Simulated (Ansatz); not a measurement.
# NaLaMnMoO6 (P2_1) in Ansatz: band structure with PBEsol

Aim: the band structure of NaLaMnMoO6 with PBEsol.

Everything below comes from runs of Ansatz 0.2.0. Logs are shortened: lines on timing, memory, paths and dates and some standing lists are left out, and cuts for length are marked.

## (1) Starting point

The structure is monoclinic, space group P2_1 (No. 4). The conventional cell has a = 5.557 Å, b = 5.598 Å, c = 8.025 Å, α = 90.00°, β = 90.44°, γ = 90.00°. Na (site symmetry 1) is surrounded by 4 O at 2.36 to 2.63 Å. Around La (site symmetry 1) lie 8 O at 2.40 to 2.69 Å. Around Mn (site symmetry 1) lie 6 O at 2.07 to 2.20 Å. Mo (site symmetry 1) is surrounded by 5 O at 1.83 to 2.03 Å. O (site symmetry 1) is surrounded by 1 Mo at 1.83 Å and 1 Mn at 2.08 Å. O (site symmetry 1) has 1 Mo at 1.87 Å as nearest neighbours. O (site symmetry 1) is surrounded by 1 Mo at 1.91 Å and 1 Mn at 2.08 Å. O (site symmetry 1) is surrounded by 1 Mo at 2.03 Å and 1 Mn at 2.07 Å.

The cell was built by a generator and needn't be a form met in nature.

## (2) Band structure, PBEsol, collinear spin, ferromagnetic start

input.yaml

```yaml
crystal:
  lattice:
    - [5.55735, 0.0, 0.0]
    - [0.0, 5.59794, 0.0]
    - [-0.06214, 0.0, 8.02462]
  atoms:
    - { symbol: Na, position: [0.75008, 0.51572, 0.49924] }
    - { symbol: Na, position: [0.24992, 0.01572, 0.50076] }
    - { symbol: La, position: [0.25715, 0.95896, 0.99937] }
    - { symbol: La, position: [0.74285, 0.45896, 0.00063] }
    - { symbol: Mn, position: [0.24767, 0.48762, 0.25607], spin: 4.0 }
    - { symbol: Mn, position: [0.75233, 0.98762, 0.74393], spin: 4.0 }
    - { symbol: Mo, position: [0.75559, 0.99666, 0.2709], spin: 1.0 }
    - { symbol: Mo, position: [0.24441, 0.49666, 0.7291], spin: 1.0 }
    - { symbol: O, position: [0.67335, 0.9783, 0.49061] }
    - { symbol: O, position: [0.03402, 0.81017, 0.27726] }
    - { symbol: O, position: [0.93353, 0.2891, 0.28026] }
    - { symbol: O, position: [0.47817, 0.20966, 0.19922] }
    - { symbol: O, position: [0.54435, 0.73563, 0.20079] }
    - { symbol: O, position: [0.82956, 0.01818, 0.00392] }
    - { symbol: O, position: [0.32665, 0.4783, 0.50939] }
    - { symbol: O, position: [0.96598, 0.31017, 0.72274] }
    - { symbol: O, position: [0.06647, 0.7891, 0.71974] }
    - { symbol: O, position: [0.52183, 0.70966, 0.80078] }
    - { symbol: O, position: [0.45565, 0.23563, 0.79921] }
    - { symbol: O, position: [0.17044, 0.51818, 0.99608] }
hamiltonian:
  xc: pbesol
  pseudopotentials: { kind: paw }
magnetization:
  spin_polarized: true
kpoints:
  mp_grid: { grid: [5, 5, 4] }
  band_path:
    path:
      - [[0.0, 0.0, 0.0], [0.0, 0.0, 0.5], [-0.4973485918, 0.0, 0.5055611472], [-0.5, 0.0, 0.5], [-0.5, 0.5, 0.5], [-0.5026514082, 0.5, 0.4944388528], [-0.5, 0.5, 0.0], [-0.5, 0.0, 0.0], [-0.5026514082, 0.0, 0.4944388528]]
      - [[-0.4973485918, 0.5, 0.5055611472], [0.0, 0.5, 0.5], [0.0, 0.5, 0.0]]
      - [[0.0, 0.0, 0.5], [0.0, 0.5, 0.5]]
    npoints: 10
scf:
  occupations: { method: fermi_dirac, width: 0.05 }
  n_extra_bands: 50
output:
  forces: true
  stress: true
  eigenvalues: true
  fatbands: false
```

Potentials or basis: Ansatz PAW.

Run with:

```bash
$ ansatz run input.yaml --threads 8 --pin off --max-ram 20480MiB --backend cpu --events-out ev --progress --plain --runs-dir out
```

What it wrote:

```text
Warning: RAYON_NUM_THREADS=8 ignored (pool sized by the plan → 8); use --threads N
scf.n_extra_bands = 50 over 85 filled bands (N_el = 170.0): the run solves 135 bands
Engine: ansatz 0.2.0, aarch64-unknown-linux-gnu
Pseudopotentials: kind: paw
Pseudopotential: Na, paw, valence charge 9, recommended cutoff 420 eV (normal), Na.paw.azcp
Pseudopotential: La, paw, valence charge 11, recommended cutoff 420 eV (normal), La.paw.azcp
Pseudopotential: Mn, paw, valence charge 15, recommended cutoff 420 eV (normal), Mn.paw.azcp
Pseudopotential: Mo, paw, valence charge 14, recommended cutoff 420 eV (normal), Mo.paw.azcp
Pseudopotential: O, paw, valence charge 6, recommended cutoff 420 eV (normal), O.paw.azcp
Functional definition: PBEsol
  exchange = pbesol_x
  correlation = pbesol_c
Crystal: 20 atoms, lattice volume = 249.644 Å³
Basis set: ecut = 420 eV, 4887 PW (Γ), exchange–correlation on 80×80×108 points (8 copies of the dense FFT grid, shifted against one another)
Bands: 135, of which v1, the nominal top of the filled ones, is band 85 counted from 1 (84 counted from 0)
Symmetry: 2 space group operations
Space group: P21 (ITA 4), of the structure as read, at distance tolerance 6.3e-5 Å
Magnetic group: BNS 4.7 (UNI 14), of the structure as read, at distance tolerance 6.3e-5 Å
k-points: 33 of 100 (time reversal used)
Non-local potential: Na, projectors of the file, l = 0: 3, l = 1: 2, l = 2: 1
Non-local potential: La, projectors of the file, l = 0: 3, l = 1: 2, l = 2: 2, l = 3: 3
Non-local potential: Mn, projectors of the file, l = 0: 3, l = 1: 2, l = 2: 3, l = 3: 1
Non-local potential: Mo, projectors of the file, l = 0: 3, l = 1: 2, l = 2: 2, l = 3: 1
Non-local potential: O, projectors of the file, l = 0: 2, l = 1: 2, l = 2: 1
PAW form: soft (Blöchl's): semilocal exchange-correlation on the pseudo side does not see the compensation charge
PAW frozen core: Na, regenerated for the run's functional, and the local potential with it (the file was generated under x = pbe(κ = 0.804, μ = 0.2195149727645171), c = pbe(β = 0.06672455060314922))
PAW frozen core: La, regenerated for the run's functional, and the local potential with it (the file was generated under x = pbe(κ = 0.804, μ = 0.2195149727645171), c = pbe(β = 0.06672455060314922))
[... 39 lines left out ...]
Free energy (F): -39552.823978 eV
Harris-Foulkes:  -39552.823978 eV  (|F-HF|=7.22e-9)
Internal energy: -39552.817182 eV  (E = F + TS)
E sigma→0 (E₀):  -39552.820580 eV
Entropy (-TS):   -0.006795 eV (-0.340 meV/atom)
Fermi energy:    10.994540 eV
--- Per-component energies (eV) ---
  E_band       = -1334.582005
  E_kinetic    = 4187.176093
  E_local      = -13787.694636  (includes V_loc(G=0)·N_el)
  E_nonlocal   = 1792.578618
  E_hartree    = 5128.498388
  E_xc         = -1811.322037
  E_vxc        = -2253.487068  (∫ρ·V_xc dr)
  E_paw        = -21826.334902  (= ΣΔE_a)
  E_vpaw       = -1530.178894  (= ΣTr[D̂ρ^β])
  E_aug_tail   = 0.029058  (compensation charges beyond the density's cutoff)
  E_ewald      = -13237.377524
  E_core_change = 1.629761  (= ΣΔE_core)
  E_smearing   = -0.006795  (= −TS)
  E_closure    = 0.000000  (closes the sum)
  Σ components = -39552.823978   (vs F -39552.823978, Δ=0.00e0)
--- Forces (eV/Å), atoms counted from 1 ---
  atom   1  Na    -0.00394992    -0.00735089    -0.00225945
  atom   2  Na     0.00394992    -0.00735089     0.00225945
  atom   3  La     0.02288547    -0.06366753    -0.00259034
  atom   4  La    -0.02288547    -0.06366753     0.00259034
  atom   5  Mn    -0.01353602    -0.00949228    -0.05681503
  atom   6  Mn     0.01353602    -0.00949228     0.05681503
[... 12 lines left out ...]
  atom  19  O     -0.03850014     0.08890324     0.03636355
  atom  20  O      0.00915291     0.02974713    -0.02055812
  max |Σ_I F_I| component: 4.89e-5 eV/Å
--- Stress (GPa, compression-positive) ---
       -5.722056       0.000000      -0.012320
        0.000000      -5.609676      -0.000000
       -0.012320      -0.000000      -5.723357
  P = ⅓ Tr σ = -5.6850 GPa (-56.850 kbar)
--- Band table (eV; the first three rows and the last of 66) ---
  k-point 0 ↑: bands = ["-70.3078", "-70.3078", "-52.6101", "-52.6101", "-40.5301", "-40.5295", "-39.1954", "-39.1954", "-39.1762", "-39.1762", "-39.1632", "-39.1632", "-26.8315", "-26.8308", "-26.7785", "-26.7785", "-26.7590", "-26.7587", "-20.9747", "-20.8551", "-12.6475", "-12.6426", "-12.6327", "-12.6253", "-12.6156", "-12.6118", "-8.6911", "-8.4510", "-8.1027", "-8.0733", "-7.9307", "-7.8422", "-7.7536", "-7.6709", "-7.3203", "-7.2716", "-7.2452", "-7.1280", "-4.7036", "-4.6691", "-4.5185", "-4.0631", "-3.9851", "-3.8392", "3.3745", "3.9008", "3.9603", "3.9791", "4.0712", "4.0742", "4.4518", "4.5012", "4.5673", "4.6682", "5.1176", "5.1746", "5.7712", "5.8240", "5.8600", "5.9195", "6.0556", "6.3201", "6.4643", "6.5347", "6.5377", "6.8126", "7.1805", "7.2580", "7.3267", "7.4221", "7.5410", "7.6074", "7.7724", "7.8566", "7.9070", "8.0286", "8.0771", "8.1161", "8.2203", "8.3103", "8.6530", "8.7024", "8.8675", "8.8953", "9.2616", "9.3138", "9.8783", "9.8931", "10.0746", "10.5198", "11.5036", "11.7567", "11.7628", "11.8094", "11.8521", "12.0260", "13.7649", "13.7981", "13.8120", "13.8416", "13.9149", "13.9439", "13.9526", "13.9734", "14.0581", "14.0694", "14.1159", "14.1183", "14.1495", "14.2186", "14.2763", "14.3594", "14.9802", "15.0715", "15.5742", "15.9181", "15.9202", "16.1348", "16.2966", "16.5673", "16.5808", "16.8704", "17.3000", "17.3643", "17.3935", "17.7437", "18.2788", "18.3971", "18.9948", "18.9976", "19.4400", "20.1660", "20.4801", "20.6911", "20.8780"]
  k-point 1 ↑: bands = ["-70.3078", "-70.3078", "-52.6101", "-52.6101", "-40.5301", "-40.5295", "-39.1954", "-39.1954", "-39.1762", "-39.1762", "-39.1632", "-39.1632", "-26.8314", "-26.8309", "-26.7786", "-26.7785", "-26.7590", "-26.7588", "-20.9747", "-20.8551", "-12.6475", "-12.6426", "-12.6324", "-12.6252", "-12.6155", "-12.6118", "-8.7414", "-8.3607", "-8.0854", "-8.0742", "-7.9242", "-7.8617", "-7.7795", "-7.6633", "-7.3265", "-7.2787", "-7.2710", "-7.1243", "-4.7046", "-4.6694", "-4.5179", "-4.0654", "-3.9872", "-3.8375", "3.4947", "3.9230", "4.0126", "4.0710", "4.0802", "4.1316", "4.4355", "4.4636", "4.5590", "4.6594", "5.1309", "5.2126", "5.6717", "5.7660", "5.8199", "5.8731", "6.0497", "6.2955", "6.4773", "6.5124", "6.5633", "6.5980", "7.1751", "7.2204", "7.2880", "7.3821", "7.5300", "7.5599", "7.7062", "7.7367", "7.9307", "7.9655", "8.0918", "8.1163", "8.1933", "8.3043", "8.7004", "8.8316", "8.9229", "8.9579", "9.2604", "9.3338", "9.8689", "9.9328", "10.2964", "10.7245", "11.5224", "11.7129", "11.7299", "11.7890", "11.8495", "11.9891", "13.7662", "13.7938", "13.8413", "13.8882", "13.9170", "13.9439", "13.9644", "13.9733", "14.0590", "14.0736", "14.1147", "14.1191", "14.1571", "14.2716", "14.3258", "14.4486", "14.9999", "15.0840", "15.5875", "15.6371", "15.8963", "16.2367", "16.2437", "16.4682", "16.6358", "16.8877", "16.9719", "17.2662", "17.3469", "17.7621", "17.9226", "19.0108", "19.1649", "19.2834", "19.4061", "20.2611", "20.3394", "20.6060", "20.8193"]
  k-point 2 ↑: bands = ["-70.3078", "-70.3078", "-52.6101", "-52.6101", "-40.5301", "-40.5295", "-39.1954", "-39.1954", "-39.1762", "-39.1762", "-39.1632", "-39.1632", "-26.8312", "-26.8311", "-26.7786", "-26.7785", "-26.7589", "-26.7588", "-20.9747", "-20.8551", "-12.6475", "-12.6426", "-12.6321", "-12.6251", "-12.6155", "-12.6118", "-8.7763", "-8.2755", "-8.0763", "-8.0600", "-7.9386", "-7.8786", "-7.8010", "-7.6588", "-7.3317", "-7.3065", "-7.2759", "-7.1218", "-4.7056", "-4.6696", "-4.5174", "-4.0678", "-3.9891", "-3.8358", "3.6733", "3.8393", "4.0289", "4.0752", "4.1201", "4.3685", "4.3995", "4.5378", "4.5612", "4.6396", "5.1881", "5.2162", "5.4585", "5.5902", "5.7924", "5.9078", "5.9454", "6.0953", "6.4819", "6.5489", "6.6384", "6.6565", "7.0886", "7.1989", "7.2191", "7.3096", "7.5257", "7.5335", "7.6169", "7.7195", "7.8871", "7.9934", "8.0423", "8.1121", "8.2396", "8.2956", "8.7325", "8.8668", "9.0372", "9.0954", "9.2679", "9.2704", "9.8568", "9.9219", "10.5180", "10.9230", "11.5826", "11.6300", "11.7214", "11.7616", "11.8416", "11.9535", "13.7658", "13.7938", "13.8423", "13.9142", "13.9185", "13.9516", "13.9743", "13.9774", "14.0597", "14.0760", "14.1142", "14.1192", "14.1583", "14.2786", "14.3680", "14.8251", "14.9987", "15.0441", "15.3893", "15.6323", "15.8457", "15.9974", "16.3011", "16.3257", "16.6998", "16.7815", "16.9447", "17.1457", "17.3029", "17.7745", "17.8741", "19.1379", "19.3673", "19.5763", "19.7591", "19.8430", "20.2066", "20.6972", "20.7999"]
  k-point 32 ↓: bands = ["-65.7243", "-65.7243", "-52.3673", "-52.3673", "-40.5298", "-40.5297", "-34.7086", "-34.7086", "-34.6859", "-34.6859", "-34.6581", "-34.6581", "-26.5711", "-26.5710", "-26.5243", "-26.5243", "-26.4916", "-26.4914", "-20.9106", "-20.8980", "-12.6517", "-12.6502", "-12.6274", "-12.6259", "-12.6147", "-12.6129", "-8.5657", "-8.5494", "-8.0894", "-7.9746", "-7.8542", "-7.7973", "-7.6123", "-7.5386", "-7.3876", "-7.3454", "-7.1246", "-7.0416", "-4.5326", "-4.4641", "-4.2866", "-4.0931", "-3.6876", "-3.5909", "3.6679", "3.7052", "4.2536", "4.2847", "4.4025", "4.4544", "4.8701", "5.0031", "5.0276", "5.0969", "5.1793", "5.2482", "5.9032", "6.0333", "6.1293", "6.2729", "6.4225", "6.4593", "6.5409", "6.6716", "6.7138", "6.8837", "7.0252", "7.1618", "7.2685", "7.3232", "7.5255", "7.6430", "7.7357", "7.7693", "7.8883", "7.9560", "8.0196", "8.1431", "8.4058", "8.4881", "11.3055", "11.3347", "11.7548", "11.8314", "11.9308", "12.0254", "12.7310", "12.7886", "12.8119", "12.8541", "12.9542", "13.0271", "13.5907", "13.6808", "13.8124", "13.8305", "13.8628", "13.8907", "13.9549", "13.9687", "13.9773", "13.9918", "14.0337", "14.0544", "14.0697", "14.0949", "14.1441", "14.1546", "14.1865", "14.2045", "15.0189", "15.1361", "15.6034", "15.7830", "15.9873", "16.1467", "16.2695", "16.3669", "16.6533", "16.7220", "16.8364", "17.1540", "17.4038", "17.5715", "17.8888", "18.0294", "18.1595", "18.5023", "19.1231", "19.6570", "20.3209", "20.5956", "21.0083", "21.3345", "21.4583"]
```

Wall time 2.7 min (8 threads of Arm Neoverse V2, shared host); peak memory 4.3 GiB.

Results:

* Free energy: -39552.8240 eV
* Pressure: -5.7 GPa
* Largest force: 0.170 eV/Å
* Band gap on the k mesh: 0.07 eV, indirect (least direct gap 0.12 eV)
* Band gap along the path: 0.07 eV, indirect (least direct gap 0.12 eV)
* Net moment: 9.96 μB per cell
* Absolute moment: 10.01 μB per cell
* Site moments: Na +0.00; La +0.01; Mn +3.77; Mo +0.19; O +0.02, +0.04, +0.03, +0.06 μB

Forces on the atoms (eV/Å):
```
Na  -0.004 -0.007 -0.002
Na   0.004 -0.007  0.002
La   0.023 -0.064 -0.003
La  -0.023 -0.064  0.003
Mn  -0.014 -0.009 -0.057
Mn   0.014 -0.009  0.057
Mo  -0.007  0.025 -0.053
Mo   0.007  0.025  0.053
O    0.118  0.019 -0.121
O   -0.122  0.047 -0.108
O   -0.019 -0.111 -0.119
O    0.076 -0.018 -0.029
O    0.039  0.089 -0.036
O   -0.009  0.030  0.021
O   -0.118  0.019  0.121
O    0.122  0.047  0.108
O    0.019 -0.111  0.119
O   -0.076 -0.018  0.029
O   -0.039  0.089  0.036
O    0.009  0.030 -0.021
```

Levels at the corners of the path, in eV from the valence-band top:
Spin up:
```csv
point,band 87,band 88,band 89,band 90,band 91,band 92,band 93,band 94
Γ,-1.08,-1.07,-0.89,-0.44,0.54,0.80,0.80,0.85
Y,-1.10,-1.04,-0.44,-0.04,0.62,0.67,0.76,0.80
H,-0.57,-0.56,-0.33,-0.03,0.44,0.51,0.64,0.98
C,-0.57,-0.56,-0.33,-0.03,0.44,0.51,0.64,0.98
E,-0.70,-0.70,-0.40,-0.40,0.66,0.66,0.76,0.76
M1,-0.70,-0.70,-0.40,-0.40,0.66,0.66,0.76,0.76
A,-0.95,-0.95,-0.46,-0.46,0.66,0.66,0.73,0.73
X,-0.72,-0.56,-0.49,-0.42,0.42,0.61,0.62,1.01
H1,-0.57,-0.56,-0.33,-0.03,0.44,0.51,0.64,0.98
M,-0.70,-0.70,-0.40,-0.40,0.66,0.66,0.76,0.76
D,-0.52,-0.52,-0.21,-0.21,0.55,0.55,0.74,0.74
Z,-0.68,-0.68,-0.37,-0.37,0.55,0.55,0.74,0.74
Y,-1.10,-1.04,-0.44,-0.04,0.62,0.67,0.76,0.80
D,-0.52,-0.52,-0.21,-0.21,0.55,0.55,0.74,0.74
```
Spin down:
```
point  band 78  band 79  band 80  band 81  band 82  band 83
    Γ    -2.53    -2.51    -2.50     0.07     0.18     0.26
    Y    -2.54    -2.50    -2.47     0.08     0.19     0.54
    H    -2.70    -2.54    -2.31     0.52     0.56     0.62
    C    -2.70    -2.54    -2.31     0.52     0.56     0.62
    E    -2.83    -2.55    -2.55     0.51     0.51     0.84
   M1    -2.83    -2.55    -2.55     0.51     0.51     0.84
    A    -2.84    -2.48    -2.48     0.22     0.22     0.87
    X    -2.72    -2.54    -2.35     0.41     0.43     0.64
   H1    -2.70    -2.54    -2.31     0.52     0.56     0.62
    M    -2.83    -2.55    -2.55     0.51     0.51     0.84
    D    -2.83    -2.55    -2.55     0.64     0.64     0.72
    Z    -2.90    -2.55    -2.55     0.51     0.51     0.75
    Y    -2.54    -2.50    -2.47     0.08     0.19     0.54
    D    -2.83    -2.55    -2.55     0.64     0.64     0.72
```

Caveat: the magnetic or orbital state may not be the lowest; the pressure holds a Pulay correction of +0.6 GPa for the finite cutoff; spin-orbit coupling is left out, which moves the levels of the heavy elements; only a ferromagnetic start was run, and an antiferromagnetic order may lie lower in energy; the PAW data sets come from PBE, with cores solved anew for the run's functional, which leaves a small shift of forces and pressure. PBEsol gaps usually lie below the measured ones, often by a third to a half.
